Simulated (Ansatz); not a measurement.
# CH₂Cl₂OSi: one molecule under many settings, part 2 of 2

Ansatz 0.2.0, Gaussian basis; the settings change from run to run. The steps go on from the part before.

### Step 7. B3LYP5/def2-TZVP

Contents of in.yaml:

```yaml
crystal:
  periodic: [false, false, false]
  atoms:
    - {symbol: Cl, position_ang: [-0.604775, -1.407716, 1.732324]}
    - {symbol: C, position_ang: [0.067000, -0.794549, 0.228800]}
    - {symbol: Cl, position_ang: [0.467786, -2.107708, -0.867944]}
    - {symbol: O, position_ang: [1.123753, 0.117728, 0.419098]}
    - {symbol: Si, position_ang: [-0.158911, 0.918654, -0.325609]}
    - {symbol: H, position_ang: [-0.878518, 1.904144, 0.503121]}
    - {symbol: H, position_ang: [0.044866, 1.301446, -1.735490]}
basis:
  gaussian: {orbitals: def2-TZVP}
hamiltonian: {xc: {name: B3LYP5}}
output: {forces: true}
```

The run is started by

```console
ansatz run in.yaml --threads 2 --pin off --events-out ev --progress --plain --max-ram 4352MiB
```

What it wrote:

```text
Functional definition: B3LYP5
  name "B3LYP5"
  cite "Stephens, Devlin, Chabalowski & Frisch, J. Phys. Chem. 98, 11623 (1994) doi:10.1021/j100096a001"
  cite "Becke, Phys. Rev. A 38, 3098 (1988) doi:10.1103/PhysRevA.38.3098"
  cite "Lee, Yang & Parr, Phys. Rev. B 37, 785 (1988) doi:10.1103/PhysRevB.37.785"
  cite "Vosko, Wilk & Nusair, Can. J. Phys. 58, 1200 (1980) doi:10.1139/p80-159"
  parameter a0 = 0.2
  parameter ax = 0.72
  parameter ac = 0.81
  exchange = (1 - a0 - ax)*slater_x + ax*b88_x + a0*exact_x
  correlation = (1 - ac)*vwn5_c + ac*lyp_c
1206 factors; their error is unknown
mean field evaluation 1: about -36030.3358 eV, gradient 5.4e1 eV
mean field evaluation 2: about -36004.6692 eV, gradient 1.2e2 eV
mean field evaluation 4: about -36035.4875 eV, gradient 5.5e0 eV
mean field evaluation 8: about -36035.6379 eV, gradient 3.0e-1 eV
mean field evaluation 16: about -36035.6380 eV, gradient 2.1e-5 eV
mean field -36035.63797300 eV, -1324.2852696749 hartree, gradient 2.1e-5 eV, S^2 0.000000; 0 other end points of the search recorded, 0 dependent functions left out
the calculation of the forces begins
reference -36035.63824581 eV, -1324.2852797005 hartree; 32, 32 occupied and 153, 153 virtual orbitals, 1206 factors
Total energy: -36035.63824581 eV, -1324.2852797005 hartree
Atom 0 at    -0.604775    -1.407716     1.732324 Å, force    -0.187798    -0.164477     0.414051 eV/Å
Atom 1 at     0.067000    -0.794549     0.228800 Å, force    -0.166426     0.090948    -0.093212 eV/Å
Atom 2 at     0.467786    -2.107708    -0.867944 Å, force     0.109100    -0.358260    -0.305738 eV/Å
Atom 3 at     1.123753     0.117728     0.419098 Å, force     0.353255     0.188594     0.094954 eV/Å
Atom 4 at    -0.158911     0.918654    -0.325609 Å, force    -0.124637     0.277789    -0.126195 eV/Å
Atom 5 at    -0.878518     1.904144     0.503121 Å, force     0.035197    -0.034892    -0.057257 eV/Å
Atom 6 at     0.044866     1.301446    -1.735490 Å, force    -0.018691     0.000298     0.073396 eV/Å
Dipole moment:    -0.277295     0.538598    -0.259368 e Å
```

Run time: 5.5 s. Hardware: 2 threads of Arm Neoverse V1, shared host; peak memory 0.48 GiB.

Largest force 0.483 eV/Å, dipole 3.17 D.

### Step 8. B97/def2-mTZVPP

Set apart from the defaults: charge +1, multiplicity 2.

in.yaml, as its differences from that of step 7:

```diff
@@ -11,4 +11,6 @@
 basis:
-  gaussian: {orbitals: def2-TZVP}
-hamiltonian: {xc: {name: B3LYP5}}
+  gaussian: {orbitals: def2-mTZVPP}
+total_charge: 1
+magnetization: {spin_polarized: true, initial_magnetization: 1}
+hamiltonian: {xc: {name: B97}}
 output: {forces: true}
```

The command is unchanged.

What it wrote:

```text
Functional definition: B97
  name "B97"
  cite "Becke, J. Chem. Phys. 107, 8554 (1997) doi:10.1063/1.475007"
  parameter cx = 0.1943
  parameter cx0 = 0.8094
  parameter cx1 = 0.5073
  parameter cx2 = 0.7481
  parameter css0 = 0.1737
  parameter css1 = 2.3487
  parameter css2 = -2.4868
  parameter cos0 = 0.9454
  parameter cos1 = 0.7471
  parameter cos2 = -4.5961
  exchange = spin_sum(e_x_unif_s*poly(b97_u_x, cx0, cx1, cx2)) + cx*exact_x
  correlation = spin_sum(e_c_pw_same_spin*poly(b97_u_same, css0, css1, css2))
      + integral(e_c_pw_opposite_spin*poly(b97_u_opposite, cos0, cos1, cos2))
1219 factors; integrals over basis functions are off by at most 1.1e-3 eV
mean field evaluation 1: about -36010.4333 eV, gradient 6.0e1 eV
mean field evaluation 2: about -35908.2809 eV, gradient 1.4e2 eV
mean field evaluation 4: about -36022.7229 eV, gradient 2.6e1 eV
mean field evaluation 8: about -36025.2795 eV, gradient 2.8e-1 eV
mean field evaluation 16: about -36025.2800 eV, gradient 4.4e-4 eV
mean field evaluation 32: about -36024.2723 eV, gradient 6.6e0 eV
mean field -36025.27997820 eV, -1323.9046203871 hartree, gradient 2.4e-5 eV, S^2 0.752963; 4 other end points of the search recorded, 0 dependent functions left out
the calculation of the forces begins
reference -36025.28000153 eV, -1323.9046212444 hartree; 32, 31 occupied and 102, 103 virtual orbitals, 1219 factors
Total energy: -36025.28000153 eV, -1323.9046212444 hartree
Atom 0 at    -0.604775    -1.407716     1.732324 Å, force    -0.481297     0.538777    -0.358406 eV/Å
Atom 1 at     0.067000    -0.794549     0.228800 Å, force     2.512587    -4.052067     2.127173 eV/Å
Atom 2 at     0.467786    -2.107708    -0.867944 Å, force    -0.491181     0.545207    -0.334481 eV/Å
Atom 3 at     1.123753     0.117728     0.419098 Å, force    -1.377239    -0.142532    -0.529673 eV/Å
Atom 4 at    -0.158911     0.918654    -0.325609 Å, force     0.117841     3.922424    -1.007404 eV/Å
Atom 5 at    -0.878518     1.904144     0.503121 Å, force    -0.156295    -0.395508     0.090030 eV/Å
Atom 6 at     0.044866     1.301446    -1.735490 Å, force    -0.124416    -0.416301     0.012760 eV/Å
Dipole moment:    -0.318671     0.655639    -0.307947 e Å
```

Wall time 18 s (2 threads of Arm Neoverse V1, shared host); peak memory 0.53 GiB.

Largest force 5.221 eV/Å, ⟨S²⟩ 0.753.

### Step 9. r2SCANh/6-31++G**

Set apart from the defaults: atoms shaken by 0.08 Å.

Contents of in.yaml:

```yaml
crystal:
  periodic: [false, false, false]
  atoms:
    - {symbol: Cl, position_ang: [-0.437290, -1.501159, 1.760895]}
    - {symbol: C, position_ang: [0.098237, -0.744769, 0.227752]}
    - {symbol: Cl, position_ang: [0.487737, -2.127293, -1.014749]}
    - {symbol: O, position_ang: [1.204984, 0.101650, 0.512853]}
    - {symbol: Si, position_ang: [-0.140755, 0.802965, -0.425504]}
    - {symbol: H, position_ang: [-0.911000, 1.972551, 0.486627]}
    - {symbol: H, position_ang: [-0.105964, 1.237167, -1.653794]}
basis:
  gaussian: {orbitals: "6-31++G**"}
hamiltonian: {xc: {name: r2SCANh}}
output: {forces: true}
```

Same command.

What it wrote:

```text
Functional definition: r2SCANh
  name "r2SCANh"
  cite "Bursch, Neugebauer, Ehlert & Grimme, J. Chem. Phys. 156, 134105 (2022) doi:10.1063/5.0086040"
  cite "Furness, Kaplan, Ning, Perdew & Sun, J. Phys. Chem. Lett. 11, 8208 (2020) doi:10.1021/acs.jpclett.0c02405"
  cite "Furness, Kaplan, Ning, Perdew & Sun, J. Phys. Chem. Lett. 11, 9248 (2020) doi:10.1021/acs.jpclett.0c03077"
  parent r2scan
  parameter a = 0.1
  parameter k0 = 0.174
  parameter k1 = 0.065
  parameter a1 = 4.9479
  exchange = (1 - a)*r2scan_x(k0 = k0, k1 = k1, a1 = a1) + a*exact_x
  correlation = r2scan_c
1031 factors; integrals over basis functions are off by at most 1.1e-3 eV
mean field evaluation 1: about -36026.7287 eV, gradient 5.0e1 eV
mean field evaluation 2: about -35992.8250 eV, gradient 1.3e2 eV
mean field evaluation 4: about -36031.5556 eV, gradient 1.3e1 eV
mean field evaluation 8: about -36031.9667 eV, gradient 5.4e-1 eV
mean field evaluation 16: about -36031.9675 eV, gradient 8.5e-5 eV
mean field -36031.96750005 eV, -1324.1503822822 hartree, gradient 1.3e-5 eV, S^2 0.000000; 0 other end points of the search recorded, 0 dependent functions left out
the calculation of the forces begins
reference -36031.96752640 eV, -1324.1503832504 hartree; 32, 32 occupied and 87, 87 virtual orbitals, 1031 factors
Total energy: -36031.96752640 eV, -1324.1503832504 hartree
Atom 0 at    -0.437290    -1.501159     1.760895 Å, force    -0.320524     0.243352    -0.671655 eV/Å
Atom 1 at     0.098237    -0.744769     0.227752 Å, force     1.888890    -4.373926     2.065329 eV/Å
Atom 2 at     0.487737    -2.127293    -1.014749 Å, force    -0.139782     0.866707     0.687780 eV/Å
Atom 3 at     1.204984     0.101650     0.512853 Å, force    -1.827810     0.059350    -2.028925 eV/Å
Atom 4 at    -0.140755     0.802965    -0.425504 Å, force    -1.176477     3.982667     5.910025 eV/Å
Atom 5 at    -0.911000     1.972551     0.486627 Å, force     1.046476    -1.838690    -1.264122 eV/Å
Atom 6 at    -0.105964     1.237167    -1.653794 Å, force     0.529227     1.060540    -4.698432 eV/Å
Dipole moment:    -0.329205     0.576148    -0.371937 e Å
```

Wall time 6.5 s (2 threads of Arm Neoverse V1, shared host); peak memory 0.27 GiB.

Largest force 7.223 eV/Å, dipole 3.65 D.

### Step 10. B3LYP/STO-3G

This run has charge +1, multiplicity 2, D4 dispersion, the search for lower states set to off.

Contents of in.yaml:

```yaml
crystal:
  periodic: [false, false, false]
  atoms:
    - {symbol: Cl, position_ang: [-0.604775, -1.407716, 1.732324]}
    - {symbol: C, position_ang: [0.067000, -0.794549, 0.228800]}
    - {symbol: Cl, position_ang: [0.467786, -2.107708, -0.867944]}
    - {symbol: O, position_ang: [1.123753, 0.117728, 0.419098]}
    - {symbol: Si, position_ang: [-0.158911, 0.918654, -0.325609]}
    - {symbol: H, position_ang: [-0.878518, 1.904144, 0.503121]}
    - {symbol: H, position_ang: [0.044866, 1.301446, -1.735490]}
basis:
  gaussian: {orbitals: STO-3G}
total_charge: 1
magnetization: {spin_polarized: true, initial_magnetization: 1}
hamiltonian: {xc: {name: B3LYP}, dispersion: d4}
scf: {lower_state_search: off}
```

The command is unchanged.

What it wrote:

```text
Functional definition: B3LYP
  name "B3LYP"
  cite "Stephens, Devlin, Chabalowski & Frisch, J. Phys. Chem. 98, 11623 (1994) doi:10.1021/j100096a001"
  cite "Becke, Phys. Rev. A 38, 3098 (1988) doi:10.1103/PhysRevA.38.3098"
  cite "Lee, Yang & Parr, Phys. Rev. B 37, 785 (1988) doi:10.1103/PhysRevB.37.785"
  cite "Vosko, Wilk & Nusair, Can. J. Phys. 58, 1200 (1980) doi:10.1139/p80-159"
  parameter a0 = 0.2
  parameter ax = 0.72
  parameter ac = 0.81
  exchange = (1 - a0 - ax)*slater_x + ax*b88_x + a0*exact_x
  correlation = (1 - ac)*vwn_rpa_c + ac*lyp_c
these checks for a lower state are left out or cut short: stability, starts, cluster_reference, orbital_swaps, neighbouring_geometries, increment
465 factors; integrals over basis functions are off by at most 2.3e-5 eV
mean field evaluation 1: about -35619.1224 eV, gradient 2.9e1 eV
mean field evaluation 2: about -35602.1066 eV, gradient 6.3e1 eV
mean field evaluation 4: about -35624.5442 eV, gradient 4.0e0 eV
mean field evaluation 8: about -35624.6612 eV, gradient 1.2e-1 eV
mean field evaluation 16: about -35624.6614 eV, gradient 3.2e-5 eV
mean field -35624.66141222 eV, -1309.1821596363 hartree, gradient 8.1e-6 eV, S^2 0.752646; 0 other end points of the search recorded, 0 dependent functions left out
reference -35624.66159311 eV, -1309.1821662838 hartree; 32, 31 occupied and 7, 8 virtual orbitals, 465 factors
Total energy: -35624.99000211 eV, -1309.1942350919 hartree
Checks for a lower state left out: stability, starts, cluster_reference, orbital_swaps, neighbouring_geometries, increment
```

It took 0.8 s on 2 threads of Arm Neoverse V1, shared host.

⟨S²⟩ 0.753.

### Step 11. All runs side by side

```
                 level  charge  multiplicity  geometry  functions  energy (eV)     time
      PBEsol/6-31++G**       1             2   relaxed        119   -35947.577     11 s
rPW86-PBE/x2c-TZVPPall       0             1   relaxed        216   -36172.363    6.5 s
   B97M-V/ANO-RCC-VTZP       0             1    shaken        190   -36127.416  4.4 min
          SVWN5/6-31G*       0             1   relaxed         91   -35985.445    1.2 s
   r2SCANh/def2-mTZVPP       0             1   relaxed        134   -36036.202    4.7 s
      B3LYP5/def2-TZVP       0             1   relaxed        185   -36035.638    5.5 s
       B97/def2-mTZVPP       1             2   relaxed        134   -36025.280     18 s
     r2SCANh/6-31++G**       0             1    shaken        119   -36031.968    6.5 s
          B3LYP/STO-3G       1             2   relaxed         39   -35624.990    0.8 s
```

### Step 12. Results

The summary covers parts 1 to 2.

| quantity | value |
| --- | --- |
| runs | 9 |
| quickest | B3LYP/STO-3G, 0.8 s |
| slowest | B97M-V/ANO-RCC-VTZP, 4.4 min |
| spread of total energies, same state and geometry | 186.9 eV |
| dipole, same state and geometry | 2.85 to 3.17 D |

In words: B97M-V/ANO-RCC-VTZP took 330 times as long as B3LYP/STO-3G. The jobs differ in tasks and options as well as level. The totals spread over 187 eV; they can't be compared across methods or bases. Some of these runs are scalar-relativistic and others not, which shifts the totals of all-electron atoms past neon by eV; core potentials, where a basis has them, take the core out of the total altogether. At the PBE0-D4/def2-TZVP geometry and in the same state, runs without warnings or point charges leave forces up to 1.22 eV/Å (rPW86-PBE/x2c-TZVPPall), against 7.2 eV/Å where the atoms were moved. At that geometry and state the dipole changes by 11 % between the lowest and highest value.
